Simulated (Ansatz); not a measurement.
**CHFSSe: one species, many methods**

An exercise on one series of results from a longer session: the logs are not shown, and one member is left open.

Computed with Ansatz 0.2.0, Gaussian basis. Level: functionals in def2-TZVPP, the program's frozen cores in correlated methods.

Plan: LDA (SPW92), PBE-D4, revPBE-D4, BLYP-D4, r2SCAN-D4, B97M-V, PBE0-D4, B3LYP-D4, r2SCANh-D4, r2SCAN0-D4, HSE06-D4, BHLYP-D4, CAM-B3LYP-D4, LC-ωPBE, ωB97X-V, ωB97M-V, B2PLYP, PBE-QIDH; CCSD(T)/def2-SVP; CCSD(T)/def2-TZVPP; MP2/def2-QZVPP; extrapolation to the limit; RPA on PBE.

## Structure used throughout

An earlier PBE0-D4 in a triple-zeta def2 set relaxation fixed the geometry.

SMILES `FC(S)=[Se]`, 5 atoms, charge 0, spin multiplicity 1.

Atoms are counted from 1 here; the program's logs count them from 0.

Bond lengths: F1–C2 1.328 Å, C2–S3 1.723 Å, C2–Se4 1.755 Å, S3–H5 1.348 Å. Angles: F1–C2–S3 113.2°, F1–C2–Se4 122.6°, S3–C2–Se4 124.2°, C2–S3–H5 96.8°.

Set-up of the first run:

in.yaml reads:

```yaml
crystal:
  periodic: [false, false, false]
  atoms:
    - {symbol: F, position_ang: [-0.791915, -0.414917, 1.031803]}
    - {symbol: C, position_ang: [-0.378649, -0.195724, -0.210591]}
    - {symbol: S, position_ang: [1.175455, 0.544311, -0.288524]}
    - {symbol: Se, position_ang: [-1.337638, -0.625727, -1.615494]}
    - {symbol: H, position_ang: [1.382647, 0.618358, 1.041406]}
basis:
  gaussian: {orbitals: def2-TZVPP}
hamiltonian: {xc: lda}
output: {orbitals: {seedname: orbitals}}
```

Among the steps run: LDA; PBE-D4 (GGA); revPBE-D4 (GGA); BLYP-D4 (GGA); r2SCAN-D4 (meta-GGA); B97M-V (meta-GGA); PBE0-D4 (hybrid); B3LYP-D4 (hybrid); r2SCANh-D4 (hybrid); r2SCAN0-D4 (hybrid); HSE06-D4 (hybrid); BHLYP-D4 (hybrid); CAM-B3LYP-D4 (range-separated); LC-ωPBE (range-separated); ωB97X-V (range-separated); ωB97M-V (range-separated); B2PLYP (double hybrid); PBE-QIDH (double hybrid).

One of the session's tables, all rows but one given; the rest of the session is left out.

It belongs to the step «Frontier levels by functional». 

```
  functional  HOMO (eV)  LUMO (eV)  gap (eV)
 LDA (SPW92)      -5.91      -3.33      2.58
      PBE-D4      -5.74      -3.12      2.62
   revPBE-D4      -5.68      -3.04      2.64
     BLYP-D4      -5.56      -2.98      2.57
   r2SCAN-D4      -5.98      -3.06      2.92
      B97M-V      -6.04      -2.97      3.06
     PBE0-D4      -6.89      -2.36      4.53
    B3LYP-D4      -6.64      -2.54      4.10
  r2SCANh-D4      -6.41      -2.76      3.65
  r2SCAN0-D4      -7.05      -2.32      4.74
    HSE06-D4          ?          ?         ?
    BHLYP-D4      -7.88      -1.42      6.46
CAM-B3LYP-D4      -8.17      -1.30      6.87
     LC-ωPBE      -9.54      -0.30      9.24
     ωB97X-V      -9.17      -0.28      8.89
     ωB97M-V      -9.03      -0.29      8.74
```

Q: Estimate the row for HSE06-D4 from the others.

As computed: HOMO (eV): -6.49; LUMO (eV): -2.73; gap (eV): 3.76. In the column «HOMO (eV)» it lies between B3LYP-D4 (-6.64) and r2SCANh-D4 (-6.41).
